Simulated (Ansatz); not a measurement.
# B2W: further runs on the relaxed cell

An exercise on one series of results from a longer session: the logs are not shown, and one member is left open.

Method: DFT r2SCAN, scalar-relativistic, plane waves, PAW, in Ansatz 0.2.0.

**Starting point**

It takes space group P6_3/mmc (No. 194, hexagonal). The conventional cell has a = 3.010 Å, b = 3.010 Å, c = 13.966 Å, α = 90.00°, β = 90.00°, γ = 120.00°. B (site symmetry 3m) is surrounded by 3 B at 1.85 Å and 4 W at 2.22 to 2.34 Å. B (site symmetry -6m2) is surrounded by 3 B at 1.74 Å and 6 W at 2.36 Å. W (site symmetry 3m) has 10 B at 2.22 to 2.36 Å as nearest neighbours.

As a file:

```cif
data_structure
_symmetry_space_group_name_H-M 'P 1'
_symmetry_Int_Tables_number 1
_cell_length_a 3.0099
_cell_length_b 3.0099
_cell_length_c 13.9661
_cell_angle_alpha 90.000
_cell_angle_beta 90.000
_cell_angle_gamma 120.000
_cell_volume 109.58
loop_
_atom_site_label
_atom_site_type_symbol
_atom_site_fract_x
_atom_site_fract_y
_atom_site_fract_z
_atom_site_occupancy
B1 B 0.33333 0.66667 0.97680 1
B2 B 0.66667 0.33333 0.47680 1
B3 B 0.33333 0.66667 0.52320 1
B4 B 0.66667 0.33333 0.02320 1
B5 B 0.33333 0.66667 0.75000 1
B6 B 0.66667 0.33333 0.25000 1
B7 B 0.00000 0.00000 0.25000 1
B8 B 0.00000 0.00000 0.75000 1
W1 W 0.33333 0.66667 0.13547 1
W2 W 0.66667 0.33333 0.63547 1
W3 W 0.33333 0.66667 0.36453 1
W4 W 0.66667 0.33333 0.86453 1
```

It is the result of an earlier relaxation at this level (volume 9.13 Å³/atom; gap on the mesh: none (metal)).

The first run:

input.yaml reads:

```yaml
crystal:
  lattice:
    - [2.9795191923, 0.0, 0.0]
    - [-1.4897595962, 2.5803393116, 0.0]
    - [0.0, 0.0, 13.8250062189]
  atoms:
    - { symbol: B, position: [0.3333333333, 0.6666666667, 0.9768036066] }
    - { symbol: B, position: [0.6666666667, 0.3333333333, 0.4768036066] }
    - { symbol: B, position: [0.3333333333, 0.6666666667, 0.5231963934] }
    - { symbol: B, position: [0.6666666667, 0.3333333333, 0.0231963934] }
    - { symbol: B, position: [0.3333333333, 0.6666666667, 0.75] }
    - { symbol: B, position: [0.6666666667, 0.3333333333, 0.25] }
    - { symbol: B, position: [0.0, 0.0, 0.25] }
    - { symbol: B, position: [0.0, 0.0, 0.75] }
    - { symbol: W, position: [0.3333333333, 0.6666666667, 0.1354745439] }
    - { symbol: W, position: [0.6666666667, 0.3333333333, 0.6354745439] }
    - { symbol: W, position: [0.3333333333, 0.6666666667, 0.3645254561] }
    - { symbol: W, position: [0.6666666667, 0.3333333333, 0.8645254561] }
basis:
  ecutwfc: 500
kpoints:
  mp_grid: { grid: [15, 15, 4] }
hamiltonian:
  xc: r2scan
scf:
  occupations: { method: gaussian, width: 0.1 }
output:
  forces: true
  stress: true
  eigenvalues: true
relax:
  adjacent_minimum: "off"
  f_tol: 0.01
  max_steps: 30
  cell: { stress_tol: 0.1, fix: [volume] }
```

Command:

```sh
> ansatz run input.yaml --threads 4 --pin off --max-ram 10240MiB --backend cpu --events-out ev --progress --plain --runs-dir out
```

Steps of the session up to this table: Volume × 0.97; Point at V/V0 = 1.03; Point at V/V0 = 0.94; The cell scaled to 1.06 of its volume; Volume × 0.91; Point at V/V0 = 1.10; The cell scaled to 0.88 of its volume.

One table of the session follows, with a row left open; its other results are not shown here.

It belongs to the step «Fit of the equation of state». 

| volume (Å³/atom) | energy above the lowest point (meV/atom) | pressure (GPa) |
| --- | --- | --- |
| 8.036 | 169.5 | 55.14 |
| 8.310 | 90.2 | 38.07 |
| 8.583 | ? | ? |
| 8.857 | 9.0 | 10.83 |
| 9.131 | 0.0 | 0.00 |
| 9.405 | 8.2 | -9.31 |
| 9.679 | 31.1 | -17.32 |
| 10.044 | 81.2 | -26.27 |

Q: Estimate the row for volume (Å³/atom) = 8.583 from the others.

Worked estimate for «energy above the lowest point (meV/atom)». A straight line through the neighbours (8.310, 90.2) and (8.857, 9.0) gives 90.2 + (9.0 − 90.2) × (8.583 − 8.310) / (8.857 − 8.310) = 49.7; a parabola fitted to 4 rows on both sides gives 38.0.

As computed: energy above the lowest point (meV/atom): 38.0; pressure (GPa): 23.41. In «energy above the lowest point (meV/atom)» the line misses by +11.7 and the parabola by 0.0.
